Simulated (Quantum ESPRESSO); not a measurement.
A run of Quantum ESPRESSO 7.5:

pw.in

```
&CONTROL
  calculation = 'scf'
  prefix = 'pwscf'
  outdir = './tmp'
  pseudo_dir = './pseudo'
  tprnfor = .true.
  tstress = .true.
  disk_io = 'low'
/
&SYSTEM
  ibrav = 0
  nat = 2
  ntyp = 2
  ecutwfc = 70
  nbnd = 25
  occupations = 'smearing'
  smearing = 'mv'
  degauss = 0.01469973
/
&ELECTRONS
  conv_thr = 4d-10
  electron_maxstep = 120
  mixing_beta = 0.5
/
ATOMIC_SPECIES
Ru   101.0700 Ru_ONCV_PBE-1.2.upf
Au   196.9666 Au_ONCV_PBE-1.2.upf
CELL_PARAMETERS angstrom
   3.1648100000    0.0000000000    0.0000000000
   0.0000000000    3.1648100000    0.0000000000
   0.0000000000    0.0000000000    3.1648100000
ATOMIC_POSITIONS crystal
Ru     0.0000000000    0.0000000000    0.0000000000
Au     0.5000000000    0.5000000000    0.5000000000
K_POINTS automatic
7 7 7 0 0 0
```

The input scf2.in:

```
&CONTROL
  calculation = 'scf'
  prefix = 'pwscf'
  outdir = './tmp'
  pseudo_dir = './pseudo'
  tprnfor = .true.
  tstress = .true.
  disk_io = 'low'
/
&SYSTEM
  ibrav = 0
  nat = 2
  ntyp = 2
  ecutwfc = 70
  nbnd = 25
  occupations = 'smearing'
  smearing = 'mv'
  degauss = 0.01469973
/
&ELECTRONS
  conv_thr = 1d-13
  electron_maxstep = 120
  mixing_beta = 0.5
  startingpot = 'file'
  startingwfc = 'file'
/
ATOMIC_SPECIES
Ru   101.0700 Ru_ONCV_PBE-1.2.upf
Au   196.9666 Au_ONCV_PBE-1.2.upf
CELL_PARAMETERS angstrom
   3.1648100000    0.0000000000    0.0000000000
   0.0000000000    3.1648100000    0.0000000000
   0.0000000000    0.0000000000    3.1648100000
ATOMIC_POSITIONS crystal
Ru     0.0000000000    0.0000000000    0.0000000000
Au     0.5000000000    0.5000000000    0.5000000000
K_POINTS automatic
7 7 7 0 0 0
```

ph.in

```
phonons of RuAu
&INPUTPH
  prefix = 'pwscf'
  outdir = './tmp'
  tr2_ph = 1d-18
  fildyn = 'dyn'
  niter_ph = 90
  alpha_mix(1) = 0.4
/
0.0000000000 0.0000000000 0.0000000000
```

dynmat.in

```
&INPUT
  fildyn = 'dyn'
  asr = 'crystal'
  filout = 'dynmat.disp'
  fileig = 'dynmat.eig'
/
```

Potentials or basis: SG15 PBE 1.2.

Launch:

```console
$ OMP_NUM_THREADS=1 pw.x -in pw.in > pw.out
$ OMP_NUM_THREADS=1 pw.x -in scf2.in > scf2.out
$ OMP_NUM_THREADS=1 ph.x -in ph.in > ph.out
$ OMP_NUM_THREADS=1 dynmat.x -in dynmat.in > dynmat.out
```

Hardware: 1 thread of Intel(R) Xeon(R) Processor @ 2.50GHz (Skylake/Cascade Lake), on a shared host.

**Question.** Estimate the wall time of this run.

**Answer.** Wall time 5.6 min on 1 thread of Intel(R) Xeon(R) Processor @ 2.50GHz (Skylake/Cascade Lake), on a shared host, peak memory 0.07 GiB. Counts: scf iterations 14, k pools 1, bands 25, k points 20, g dense 16879.
